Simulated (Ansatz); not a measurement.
# CH5GaOSSi: small, medium and large basis sets

The task here is to estimate one member of a computed series from the others.

Program: Ansatz 0.2.0, Gaussian basis. Level of theory: one geometry, several basis sets. These are calculated values, not measurements.

The runs, in order: PBE0-D4/def2-SVP; ωB97M-V/def2-SVP; PBE0-D4/def2-QZVPP; ωB97M-V/def2-QZVPP; the functionals' def2-TZVPP values are taken from earlier runs.

## Structure used throughout

The geometry comes from an earlier relaxation with PBE0-D4 in a triple-zeta def2 set; it is a stationary point, not always the lowest conformer.

SMILES `O[SiH2][Ga]1[CH2][S]1`, 10 atoms, charge 0, spin multiplicity 1.

Atoms are counted from 1 here; the program's logs count them from 0.

Bond lengths: O1–Si2 1.648 Å, O1–H6 0.958 Å, Si2–Ga3 2.382 Å, Si2–H7 1.489 Å, Si2–H8 1.480 Å, Ga3–C4 1.949 Å, Ga3–S5 2.179 Å, C4–S5 1.864 Å, C4–H9 1.086 Å, C4–H10 1.086 Å. Angles: Si2–O1–H6 118.4°, O1–Si2–Ga3 113.1°, O1–Si2–H7 112.1°, O1–Si2–H8 105.7°, Ga3–Si2–H7 106.6°, Ga3–Si2–H8 109.4°, H7–Si2–H8 109.9°, Si2–Ga3–C4 165.7°, Si2–Ga3–S5 140.9°, C4–Ga3–S5 53.3°, Ga3–C4–S5 69.6°, Ga3–C4–H9 120.0°, Ga3–C4–H10 119.9°, S5–C4–H9 113.5°, S5–C4–H10 113.5°, H9–C4–H10 112.7°, Ga3–S5–C4 57.0°.

Set-up of the first run:

Input file in.yaml:

```yaml
crystal:
  periodic: [false, false, false]
  atoms:
    - {symbol: O, position_ang: [-0.286070, 1.593911, 2.224754]}
    - {symbol: Si, position_ang: [-0.441150, 0.011352, 1.792611]}
    - {symbol: Ga, position_ang: [0.190328, -0.407880, -0.465635]}
    - {symbol: C, position_ang: [0.634852, -0.273571, -2.358903]}
    - {symbol: S, position_ang: [0.678582, -2.053691, -1.807049]}
    - {symbol: H, position_ang: [-0.767314, 2.253118, 1.723168]}
    - {symbol: H, position_ang: [-1.840599, -0.476523, 1.941119]}
    - {symbol: H, position_ang: [0.453321, -0.741606, 2.700475]}
    - {symbol: H, position_ang: [-0.143746, -0.065685, -3.086812]}
    - {symbol: H, position_ang: [1.605095, 0.109473, -2.660828]}
basis:
  gaussian: {orbitals: def2-SVP}
hamiltonian: {xc: pbe0, dispersion: d4}
output: {orbitals: {seedname: orbitals}}
```

Among the steps run: PBE0-D4 in def2-SVP; ωB97M-V in def2-SVP; PBE0-D4 in def2-QZVPP; ωB97M-V in def2-QZVPP.

One of the session's tables, all rows but one given; the rest of the session is left out.

It belongs to the step «Density functionals: the series». 

| functional | basis | HOMO (eV) | LUMO (eV) |
| --- | --- | --- | --- |
| PBE0-D4 | def2-SVP | -6.51 | -1.59 |
| PBE0-D4 | def2-TZVPP | ? | ? |
| PBE0-D4 | def2-QZVPP | -6.56 | -1.76 |
| ωB97M-V | def2-SVP | -8.51 | 0.17 |
| ωB97M-V | def2-TZVPP | -8.56 | 0.00 |
| ωB97M-V | def2-QZVPP | -8.60 | -0.11 |

Q: Estimate the row for PBE0-D4, def2-TZVPP from the others.

**Answer.** HOMO (eV): -6.54; LUMO (eV): -1.72. In the column «HOMO (eV)» it lies between PBE0-D4, def2-QZVPP (-6.56) and PBE0-D4, def2-SVP (-6.51).
